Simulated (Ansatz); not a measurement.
## CH4OSeSi, SMILES C1O[SiH2][Se]1: a rigid scan of one bond length

Program: Ansatz 0.2.0 through its Python package.

`scan_ch4osesi.py`
```python
'''Stretching a bond of CH4OSeSi, the rest held rigid.'''

import ansatz as az
from ase import Atoms
import numpy as np

atoms = Atoms(['C', 'O', 'Si', 'Se', 'H', 'H', 'H', 'H'], positions=[
    [-0.313, 1.044, -0.1915],
    [0.2701, 0.4677, 0.8992],
    [0.3499, -1.1146, 0.2573],
    [-0.5346, -0.3209, -1.5542],
    [0.2851, 1.89, -0.6265],
    [-1.3449, 1.5176, 0.1055],
    [1.8071, -1.5051, 0.0387],
    [-0.4275, -2.0358, 1.0157],
])
ch4osesi = az.Crystal.molecule_from_ase(atoms)

symbols = [site.symbol for site in ch4osesi.cartesian_sites]
start = np.array([site.position_ang for site in ch4osesi.cartesian_sites])
axis = (start[4] - start[0]) / np.linalg.norm(start[4] - start[0])
moving = [4]
lengths, energies = [0.989, 1.034, 1.079, 1.124, 1.169, 1.214, 1.259, 1.326], []
for length in lengths:
    xyz = start.copy()
    xyz[moving] += (length - np.linalg.norm(start[4] - start[0])) * axis
    point = az.Crystal.molecule()
    for symbol, place in zip(symbols, xyz):
        point = point.atom(symbol, place.tolist())
    job = (
        point.calculation()
        .basis(gaussian='def2-SVP')
        .functional('pbe0')
    )
    report = job.run(threads=1).report
    energies.append(report['free_energy_ev'])
    print(f'r = {length:6.3f} A  E = {energies[-1]:.5f} eV  <S^2> = {abs(report["mean_field"]["state"]["spin_squared"]):.3f}')

# quartic fit about the minimum
fit = np.polynomial.Polynomial.fit(lengths, np.array(energies) - min(energies), 4).convert()
roots = [r.real for r in fit.deriv().roots() if abs(r.imag) < 1e-9 and fit.deriv(2)(r.real) > 0]
r_e = min(roots, key=lambda r: abs(r - lengths[int(np.argmin(energies))]))
print(f'minimum of the fit at {r_e:.4f} A, force constant {fit.deriv(2)(r_e):.2f} eV/A^2')
```

```console
$ python scan_ch4osesi.py
r =  0.989 A  E = -76349.06435 eV  <S^2> = 0.000
r =  1.034 A  E = -76349.24531 eV  <S^2> = 0.000
r =  1.079 A  E = -76349.32758 eV  <S^2> = 0.000
r =  1.124 A  E = -76349.33360 eV  <S^2> = 0.000
r =  1.169 A  E = -76349.28121 eV  <S^2> = 0.000
r =  1.214 A  E = -76349.18452 eV  <S^2> = 0.000
r =  1.259 A  E = -76349.05474 eV  <S^2> = 0.000
r =  1.326 A  E = -76348.81872 eV  <S^2> = 0.000
minimum of the fit at 1.1051 A, force constant 32.40 eV/A^2
```

Total energies depend on the basis set; only differences at equal settings carry meaning. The rest of the molecule is held rigid at a force-field or estimated start geometry, and the basis set is modest; single-reference methods fail as a bond breaks. The orbitals are restricted, so S² is zero by construction. It ran for 24 s on 1 thread of Arm Neoverse V2, with other jobs on the host, peak memory 0.28 GiB.
